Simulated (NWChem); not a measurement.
**One shape, several levels: CH6BCl2N (SMILES C[B-]([NH3+])(Cl)Cl)**

We compute a comparison of 4 runs (HF/STO-3G, HF/3-21G, B3LYP/6-31G*) of CH6BCl2N. 

Program for the calculation: NWChem 7.3.0.

## (1) Starting point

CH6BCl2N: 11 atoms, total charge 0, spin state singlet. SMILES: `C[B-]([NH3+])(Cl)Cl`. The coordinates come from a PBE0-D4/def2-TZVP relaxation.

Bond lengths: C1–B2 1.585 Å, B2–N3 1.625 Å, B2–Cl4 1.853 Å, B2–Cl5 1.853 Å, C1–H6 1.092 Å, C1–H7 1.095 Å, C1–H8 1.095 Å, N3–H9 1.017 Å, N3–H10 1.017 Å, N3–H11 1.017 Å. Some angles: C1–B2–N3 109.8°, C1–B2–Cl4 113.8°, C1–B2–Cl5 113.8°, N3–B2–Cl4 103.0°, N3–B2–Cl5 103.0°, Cl4–B2–Cl5 112.2°, B2–C1–H6 109.7°, B2–C1–H7 112.3°, B2–C1–H8 112.3°, B2–N3–H9 109.0°.

## (2) Energy and gradient at HF/STO-3G (run 1)

Input file mymol.nw:

```
start mymol
title "CH6BCl2N hf"
memory stack 880 mb heap 220 mb global 1100 mb

geometry noautosym nocenter noautoz
 C       -1.212400       0.255400       0.570800
 B        0.011000       0.415500      -0.424800
 N        1.148000      -0.694800      -0.083500
 Cl      -0.410800       0.052000      -2.192200
 Cl       0.922500       2.018000      -0.237700
 H       -1.975200       1.001600       0.340500
 H       -0.920400       0.409200       1.615300
 H       -1.690500      -0.726400       0.486300
 H        1.926300      -0.581300      -0.728700
 H        1.493500      -0.572200       0.865000
 H        0.773300      -1.634100      -0.190600
end

basis spherical bse
 * library STO-3G
end

scf
 singlet
 rhf
 thresh 1e-08
 maxiter 80
 noprint "final vectors analysis"
end

task scf gradient
```

The run is started by

```sh
$ nwchem mymol.nw > mymol.out
```

The program printed:

```text
[...]
  functions       =    39
[...]
  wavefunction    = RHF
[...]
         Total SCF energy =  -1028.309791746496
      One-electron energy =  -1984.703894448919
      Two-electron energy =    674.016980090376
 Nuclear repulsion energy =    282.377122612046
        Time for solution =      1.9s
[...]
                         RHF ENERGY GRADIENTS
    atom               coordinates                        gradient
                 x          y          z           x          y          z
   1 C      -2.291104   0.482636   1.078656    0.013537   0.001648  -0.011008
   2 B       0.020787   0.785181  -0.802756    0.002092  -0.005273   0.003849
   3 N       2.169405  -1.312982  -0.157792    0.012799  -0.012923   0.004368
   4 Cl     -0.776299   0.098266  -4.142657    0.001700   0.002407   0.005581
   5 Cl      1.743272   3.813467  -0.449188   -0.003339  -0.005031  -0.001813
   6 H      -3.732587   1.892750   0.643452   -0.005118   0.004853  -0.001395
   7 H      -1.739304   0.773276   3.052474    0.002022   0.002525   0.008480
   8 H      -3.194582  -1.372697   0.918974   -0.004765  -0.007456  -0.001525
   9 H       3.640179  -1.098498  -1.377043   -0.015872   0.000693   0.010128
  10 H       2.822306  -1.081301   1.634613   -0.007589   0.000348  -0.017230
  11 H       1.461325  -3.088001  -0.360182    0.004533   0.018209   0.000567
[...]
```

It took 2.9 s on 1 thread of AMD EPYC 9R45 (Zen 5), shared host; peak memory 0.1 GiB.

## (3) Energy and forces at HF/3-21G (run 2)

Input file work.nw:

```
start work
title "CH6BCl2N hf"
memory total 2200 mb
geometry units angstroms noautosym nocenter noautoz
   C     -1.212400     0.255400     0.570800
   B      0.011000     0.415500    -0.424800
   N      1.148000    -0.694800    -0.083500
   Cl    -0.410800     0.052000    -2.192200
   Cl     0.922500     2.018000    -0.237700
   H     -1.975200     1.001600     0.340500
   H     -0.920400     0.409200     1.615300
   H     -1.690500    -0.726400     0.486300
   H      1.926300    -0.581300    -0.728700
   H      1.493500    -0.572200     0.865000
   H      0.773300    -1.634100    -0.190600
end
basis "ao basis" spherical bse
   * library 3-21G
end
scf
   thresh 1e-08
   maxiter 80
end
task scf gradient
```

The run is started by

```sh
$ nwchem work.nw > work.out
```

The program printed:

```text
[...]
  functions       =    65
[...]
  wavefunction    = RHF
[...]
         Total SCF energy =  -1034.557958341394
      One-electron energy =  -1990.018843225526
      Two-electron energy =    673.083762272086
 Nuclear repulsion energy =    282.377122612046
        Time for solution =      2.1s
[...]
                         RHF ENERGY GRADIENTS
    atom               coordinates                        gradient
                 x          y          z           x          y          z
   1 C      -2.291104   0.482636   1.078656    0.006862  -0.000217  -0.004547
   2 B       0.020787   0.785181  -0.802756    0.010343   0.008820  -0.015949
   3 N       2.169405  -1.312982  -0.157792   -0.012075   0.011290  -0.003046
   4 Cl     -0.776299   0.098266  -4.142657    0.006282   0.004444   0.022684
   5 Cl      1.743272   3.813467  -0.449188   -0.011029  -0.021089  -0.002697
   6 H      -3.732587   1.892750   0.643452   -0.002907   0.002979  -0.001020
   7 H      -1.739304   0.773276   3.052474    0.000799   0.000912   0.004410
   8 H      -3.194582  -1.372697   0.918974   -0.002404  -0.003789  -0.000328
   9 H       3.640179  -1.098498  -1.377043    0.001399  -0.000100  -0.000857
  10 H       2.822306  -1.081301   1.634613    0.002158  -0.000452   0.001827
  11 H       1.461325  -3.088001  -0.360182    0.000571  -0.002798  -0.000477
[...]
```

Run time: 3.3 s. Hardware: 1 thread of AMD EPYC 9R45 (Zen 5), shared host; peak memory 0.099 GiB.

## (4) Energy and gradient at B3LYP/6-31G(d) (spherical functions) (run 3)

Input file ch6bcl2n.nw:

```
start ch6bcl2n
title "CH6BCl2N"
memory total 2200 mb
charge 0

geometry units angstrom noautosym nocenter noautoz
  C       -1.212400       0.255400       0.570800
  B        0.011000       0.415500      -0.424800
  N        1.148000      -0.694800      -0.083500
  Cl      -0.410800       0.052000      -2.192200
  Cl       0.922500       2.018000      -0.237700
  H       -1.975200       1.001600       0.340500
  H       -0.920400       0.409200       1.615300
  H       -1.690500      -0.726400       0.486300
  H        1.926300      -0.581300      -0.728700
  H        1.493500      -0.572200       0.865000
  H        0.773300      -1.634100      -0.190600
end

basis spherical bse
  C library 6-31G*
  B library 6-31G*
  N library 6-31G*
  Cl library 6-31G*
  H library 6-31G*
end

dft
  xc b3lyp
  grid fine
  convergence energy 1e-08
  maxiter 100
  mulliken
  print medium
end

task dft gradient
```

The run is started by

```sh
$ nwchem ch6bcl2n.nw > ch6bcl2n.out
```

The program printed:

```text
[...]
          Wavefunction type:  closed shell.
          No. of atoms     :    11
          No. of electrons :    58
[...]
          Charge           :     0
          Spin multiplicity:     1
[...]
          AO basis - number of functions:    90
[...]
              XC Information
              --------------
                         B3LYP Method XC Potential
                     Hartree-Fock (Exact) Exchange  0.200
                        Slater Exchange Functional  0.800 local
                    Becke 1988 Exchange Functional  0.720 non-local
              Lee-Yang-Parr Correlation Functional  0.810
                  VWN I RPA Correlation Functional  0.190 local
[...]
 d= 0,ls=0.0,diis     1  -1041.7500280431 -1.32D+03  1.44D-02  6.00D-01     1.8
[...]
 d= 0,ls=0.0,diis    10  -1041.8294821093 -5.70D-10  1.56D-07  1.71D-10    14.0
         Total DFT energy =    -1041.829482109343
      One electron energy =    -1996.836442346675
           Coulomb energy =      747.944979334607
    Exchange-Corr. energy =      -75.315141709322
 Nuclear repulsion energy =      282.377122612046
[...]
  wavefunction    = closed shell
                         DFT ENERGY GRADIENTS
    atom               coordinates                        gradient
                 x          y          z           x          y          z
   1 C      -2.291104   0.482636   1.078656    0.000976   0.000577  -0.001330
   2 B       0.020787   0.785181  -0.802756    0.003403  -0.001781  -0.000548
   3 N       2.169405  -1.312982  -0.157792    0.000257  -0.000372   0.000269
   4 Cl     -0.776299   0.098266  -4.142657    0.001969   0.002105   0.007445
   5 Cl      1.743272   3.813467  -0.449188   -0.004033  -0.006752  -0.001358
   6 H      -3.732587   1.892750   0.643452    0.001638  -0.001429   0.000316
   7 H      -1.739304   0.773276   3.052474   -0.000072  -0.000055  -0.002423
   8 H      -3.194582  -1.372697   0.918974    0.001351   0.002063  -0.000379
   9 H       3.640179  -1.098498  -1.377043   -0.004276   0.000444   0.002468
  10 H       2.822306  -1.081301   1.634613   -0.002219   0.000225  -0.004606
  11 H       1.461325  -3.088001  -0.360182    0.001007   0.004975   0.000145
[...]
```

It took 19 s on 1 thread of AMD EPYC 9R45 (Zen 5), shared host; peak memory 0.12 GiB.

## (5) Energy and gradient at B3LYP/6-31G(d) (Cartesian functions) (run 4)

Input file ch6bcl2n.nw:

```
start ch6bcl2n
title "CH6BCl2N"
memory total 2200 mb
charge 0
geometry noautosym nocenter noautoz
  C     -1.212400     0.255400     0.570800
  B      0.011000     0.415500    -0.424800
  N      1.148000    -0.694800    -0.083500
  Cl    -0.410800     0.052000    -2.192200
  Cl     0.922500     2.018000    -0.237700
  H     -1.975200     1.001600     0.340500
  H     -0.920400     0.409200     1.615300
  H     -1.690500    -0.726400     0.486300
  H      1.926300    -0.581300    -0.728700
  H      1.493500    -0.572200     0.865000
  H      0.773300    -1.634100    -0.190600
end
basis
  C library 6-31G*
  B library 6-31G*
  N library 6-31G*
  Cl library 6-31G*
  H library 6-31G*
end
dft
  xc b3lyp
  grid fine
  convergence energy 1e-08
  iterations 100
  mulliken
end
task dft gradient
```

The run is started by

```sh
$ nwchem ch6bcl2n.nw > ch6bcl2n.out
```

The program printed:

```text
[...]
          Wavefunction type:  closed shell.
          No. of atoms     :    11
          No. of electrons :    58
[...]
          Charge           :     0
          Spin multiplicity:     1
[...]
          AO basis - number of functions:    95
[...]
              XC Information
              --------------
                         B3LYP Method XC Potential
                     Hartree-Fock (Exact) Exchange  0.200
                        Slater Exchange Functional  0.800 local
                    Becke 1988 Exchange Functional  0.720 non-local
              Lee-Yang-Parr Correlation Functional  0.810
                  VWN I RPA Correlation Functional  0.190 local
[...]
 d= 0,ls=0.0,diis     1  -1041.7553375201 -1.32D+03  1.42D-02  8.60D-01     1.8
[...]
 d= 0,ls=0.0,diis    10  -1041.8383718336 -7.62D-10  1.83D-07  2.46D-10    14.6
         Total DFT energy =    -1041.838371833602
      One electron energy =    -1996.685915101215
           Coulomb energy =      747.721914043140
    Exchange-Corr. energy =      -75.251493387573
 Nuclear repulsion energy =      282.377122612046
[...]
  wavefunction    = closed shell
                         DFT ENERGY GRADIENTS
    atom               coordinates                        gradient
                 x          y          z           x          y          z
   1 C      -2.291104   0.482636   1.078656    0.000915   0.000577  -0.001289
   2 B       0.020787   0.785181  -0.802756    0.003535  -0.001624  -0.000796
   3 N       2.169405  -1.312982  -0.157792    0.000268  -0.000395   0.000284
   4 Cl     -0.776299   0.098266  -4.142657    0.002030   0.002156   0.007669
   5 Cl      1.743272   3.813467  -0.449188   -0.004147  -0.006958  -0.001390
   6 H      -3.732587   1.892750   0.643452    0.001612  -0.001383   0.000287
   7 H      -1.739304   0.773276   3.052474   -0.000042  -0.000049  -0.002368
   8 H      -3.194582  -1.372697   0.918974    0.001336   0.002003  -0.000389
   9 H       3.640179  -1.098498  -1.377043   -0.004194   0.000528   0.002328
  10 H       2.822306  -1.081301   1.634613   -0.002203   0.000296  -0.004446
  11 H       1.461325  -3.088001  -0.360182    0.000890   0.004850   0.000110
[...]
```

Run time: 20 s. Hardware: 1 thread of AMD EPYC 9R45 (Zen 5), shared host; peak memory 0.13 GiB.

## (6) Overview of the runs

```
run                               level  iteration cap  module   energy (Eh)  dipole moment (D)  largest force (eV/Å)  wall time
  1                           HF/STO-3G             80     scf  -1028.309792               7.57                 0.969      2.9 s
  2                            HF/3-21G             80     scf  -1034.557958               7.44                 1.232      3.3 s
  3  B3LYP/6-31G* (spherical functions)            100     dft  -1041.829482               6.41                 0.411       19 s
  4  B3LYP/6-31G* (Cartesian functions)            100     dft  -1041.838372               6.40                 0.423       20 s
```

## (7) Outcome

| quantity | value |
| --- | --- |
| run 4: total energy | -1041.83837 Eh |
| run 4: dipole moment | 6.40 D |
| run 4: HOMO energy | -7.34 eV |
| run 4: LUMO energy | 0.45 eV |
| run 4: HOMO–LUMO gap | 7.79 eV |
| run 4: largest force on an atom | 0.423 eV/Å |

In words: The dipole moment (its size) runs from 6.40 D (B3LYP/6-31G*) to 7.57 D (HF/STO-3G). The two ends differ in method and basis. Over runs 2, 3, 4 the HOMO–LUMO gap runs from 7.79 eV (B3LYP/6-31G*) to 16.05 eV (HF/3-21G). In run 1 the basis is minimal, so the values are rough. All runs together took 45 s, the longest 20 s.
